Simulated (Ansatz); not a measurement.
The system is Sr3Zn.

```
CELL_PARAMETERS angstrom
5.47994 0.00000 0.00000
0.00000 5.47994 0.00000
0.00000 0.00000 5.47994
ATOMIC_POSITIONS crystal
Sr 0.00000 0.50000 0.50000
Sr 0.50000 0.50000 0.00000
Sr 0.50000 0.00000 0.50000
Zn 0.00000 0.00000 0.00000
```

The cell comes from a database or a generator and needn't be the stable form of this composition.

- Program: Ansatz 0.2.0
- Task: single point
- Functional: PBE
- Potentials or basis: Ansatz PAW
- Cutoff: 420 eV (not typed: the program's choice for these potentials)
- k mesh: 5 × 5 × 5
- Occupations: fermi-dirac, width 0.05 eV
- Spin: no spin polarisation

On this cell: pressure 0.1 GPa; largest force zero by symmetry; band gap on the k mesh none (metal or under the smearing width).

The same run follows on a disturbed copy (atoms moved at random, drawn with an rms of 0.05 Å):

```
Sr Zn
1.0
     5.47994    0.00000    0.00000
     0.00000    5.47994    0.00000
     0.00000    0.00000    5.47994
Sr Zn
3 1
Direct
  0.99341 0.50881 0.50042
  0.49444 0.49884 0.99622
  0.49431 0.99599 0.49523
  0.98936 0.99430 0.00768
```

**Question.** What changes?

**Answer.** The energy (extrapolated to zero smearing) moves by +1.1 meV/atom; pressure 0.1 GPa; largest force 0.152 eV/Å; band gap on the k mesh none (metal or under the smearing width).

Forces in eV/Å, atoms in the order of the input:
```
Sr   0.009 -0.098 -0.039
Sr  -0.006 -0.041  0.060
Sr  -0.005  0.152 -0.010
Zn   0.001 -0.012 -0.011
```
